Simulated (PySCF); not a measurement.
# C10H12N2S2: the cost of one run

Programs: PySCF 2.14.0, with density-fitted response routines of our own. Each step states its level of theory. These are calculated values for one molecule in the gas phase, unless marked as measured. Atoms count from 0, in the outputs and in this text.

## (1) The starting structure

26 atoms, charge 0, multiplicity 1; geometry from: GFN2-xTB.

Bonds of the start (Å): C0–C1 1.49, C1–C2 1.37, C2–C3 1.48, C2–N4 1.38, N4–C5 1.37, C5–S6 1.65, C5–C7 1.44, C7–C8 1.49, C7–C9 1.37, C9–C10 1.48, C9–N11 1.38, N11–C12 1.37, C12–S13 1.65, C12–C1 1.44, N11–N4 1.35, C0–H14 1.09, C0–H15 1.09, C0–H16 1.09, C3–H17 1.09, C3–H18 1.09, C3–H19 1.09, C8–H20 1.09, C8–H21 1.09, C8–H22 1.09, C10–H23 1.09, C10–H24 1.09, C10–H25 1.09.

## (2) Geometry optimisation at PBE0-D3(BJ)/def2-SVP

Job settings and geometry (Å):

```
{"job": {"xc": "PBE0", "basis": "def2-SVP", "d3": "d3bj", "grid": 1, "kind": "geom"}, "charge": 0, "multiplicity": 1}
C     -3.484540    -0.732510     0.543500
C     -2.059420    -0.381650     0.307260
C     -1.516610     0.813250    -0.077300
C     -2.125280     2.125960    -0.382540
N     -0.153590     0.638600    -0.161840
C      0.992050     1.332200    -0.465810
S      1.049610     2.918310    -0.910550
C      2.059430     0.381670    -0.307190
C      3.484470     0.732330    -0.544150
C      1.516560    -0.813410     0.076710
C      2.125040    -2.126650     0.380040
N      0.153600    -0.638550     0.162000
C     -0.991980    -1.332010     0.466510
S     -1.049470    -2.917920     0.911980
H     -3.779320    -1.546860    -0.116620
H     -4.132810     0.121940     0.374870
H     -3.614530    -1.080110     1.567850
H     -1.716540     2.889890     0.280200
H     -3.203450     2.083750    -0.266950
H     -1.880980     2.424110    -1.400750
H      4.133590    -0.119710    -0.366840
H      3.614530     1.080110    -1.567850
H      3.779320     1.546860     0.116620
H      1.716540    -2.889890    -0.280200
H      3.202920    -2.085240     0.261540
H      1.880980    -2.424110     1.400750
```

Q: Estimate the wall time of this first job on 8 threads of Intel Xeon Platinum 8488C (Sapphire Rapids), shared host.

About 2.4 min.
